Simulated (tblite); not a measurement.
# C3H11BrO3Si2: the cost of one run

Programs: PySCF 2.14.0 with density-fitted response routines of our own, and tblite 0.8.0. All values are computed, except where a source is named. Atoms count from 0 throughout.

## Step 1: The starting structure

20 atoms, charge 0, multiplicity 1; geometry from: MMFF94s geometry.

Bonds of the start (Å): C0–C1 1.53, C0–H10 1.09, C0–H11 1.09, C0–H9 1.10, C1–H12 1.08, C1–H13 1.10, C1–O2 1.42, C6–H14 1.10, C6–H15 1.08, C6–H16 1.09, O2–Si3 1.67, O5–C6 1.42, O7–Si8 1.65, Si3–Br4 2.22, Si3–O5 1.65, Si3–O7 1.64, Si8–H17 1.49, Si8–H18 1.48, Si8–H19 1.49.

## Step 2: GFN2-xTB relaxation, conformer 1

What the job is given:

```
{"job": {"xc": "GFN2-xTB", "basis": "xTB", "kind": "relax"}, "charge": 0, "multiplicity": 1}
C      3.064000    -0.760900    -0.113600
C      1.539500    -0.726400    -0.269200
O      1.011600    -0.047100     0.864300
Si    -0.636800     0.229000     0.907300
Br    -1.156900     0.853500     2.975800
O     -1.052900     1.424700    -0.151600
C     -0.313800     2.642100    -0.136400
O     -1.441600    -1.160000     0.562200
Si    -2.991200    -1.661200     0.276800
H      3.339500    -1.259800     0.822000
H      3.516500    -1.282900    -0.955300
H      3.452400     0.256800    -0.063300
H      1.278300    -0.217500    -1.184100
H      1.172100    -1.761400    -0.298300
H     -0.414400     3.165100     0.830100
H     -0.731200     3.295000    -0.893700
H      0.743700     2.475700    -0.365600
H     -3.016700    -3.137900     0.115800
H     -3.505000    -1.036000    -0.966000
H     -3.862300    -1.280100     1.420300
```

Started as:

```console
> OMP_NUM_THREADS=1 python ens_run.py task.json out
```

This one command runs the whole study; its stages follow in the order run.

Q: Estimate the wall time of this first job on 1 thread of Arm Neoverse V2, shared host.

About 2.9 s.
